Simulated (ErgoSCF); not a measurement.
# Two attempts at BeF2 (SMILES [F][Be][F])

Wanted: a single-point energy of BeF2, BHLYP/6-31G* (spherical functions).

The calculation is run with ErgoSCF 3.8.

5 further runs of the same task are left out: 5 set aside as unsound or not needed.

**1. The system as given**

BeF2: 3 atoms, total charge 0, spin state singlet. SMILES: `[F][Be][F]`. The shape comes from GFN2-xTB, which is rough for such elements, and wasn't checked as a minimum.

Bond lengths: Be1–F2 1.369 Å, Be1–F3 1.369 Å. Angles: F2–Be1–F3 179.6°.

**2. First attempt**

geom.xyz reads:

```xyz
3
BeF2
Be    -0.002860    -0.001640    -0.000220
F     -0.015000    -0.019520     1.368760
F      0.017860     0.021150    -1.368540
```

The run is started by

```sh
$ ergo -m geom.xyz -e 'set_nthreads(1)' -e 'scf.max_number_of_iterations = 66' -e 'charge = 0' -e 'basis = "6-31Gs"' -e 'scf.use_diagonalization = 1' -e 'XC.type = "LMG"' -e 'scf.output_mulliken_pop = 1' -e 'tmpdir = "."' -e 'run "SCAN"'
```

Log:

```text
INMA ERGO version 3.8
INMA  max_number_of_iterations := 66
INMA  charge := 0
INMA  basis := 6-31Gs
INMA Basis really set to 6-31Gs
INMA  use_diagonalization := 1
INMA  type := LMG
INMA  output_mulliken_pop := 1
INMA running SCAN
ERMA error in dft_setfunc
```

Standard output:

```text
line 1: RUN failed
line 1: Aborted.
```

Wall time 0.3 s (1 thread of Arm Neoverse V2, shared host); peak memory 0.26 GiB.

**3. What went wrong**

The program refused the input.

The telling line is `ERMA error in dft_setfunc`. The fault: the input names a functional that the program doesn't know. To mend it: functional BHLYP in place of SCAN.

**4. The mended input**

geom.xyz is that of step 2.

The run is started by

```sh
$ ergo -m geom.xyz -e 'set_nthreads("env")' -e 'basis = "6-31Gs"' -e 'scf.max_number_of_iterations = 80' -e 'tmpdir = "."' -e 'scf.output_mulliken_pop = 1' -e 'XC.type = "LMG"' -e 'scf.use_diagonalization = 1' -e 'run "BHandHLYP"'
```

Log:

```text
[...]
INDF Weighted mixed functional:
[...]
INSC Energy   1 =       -103.42070394445
[...]
INDE E_LUMO =          0.04040593306
[...]
INSC Energy  14 =       -214.51123632465  ( diff     -0.000000000039051 )
[...]
RESC CONVERGED after  14 iterations.
RESC FINAL ENERGY:       -214.51123632465
[...]
INSC SCF: dipole_moment_x [atomic units] =      -0.00876684
INSC SCF: dipole_moment_y [atomic units] =      -0.00501506
INSC SCF: dipole_moment_z [atomic units] =      -0.00090738
[...]
```

Wall time 3.9 s (1 thread of Arm Neoverse V2, shared host); peak memory 0.26 GiB.

**5. What came out**

Level: BHLYP/6-31G* (spherical functions).

| quantity | value |
| --- | --- |
| total energy | -214.51124 Eh |
| dipole moment | 0.03 D |

In words: Mulliken charges run from -0.35 on F2 to +0.69 on Be1.
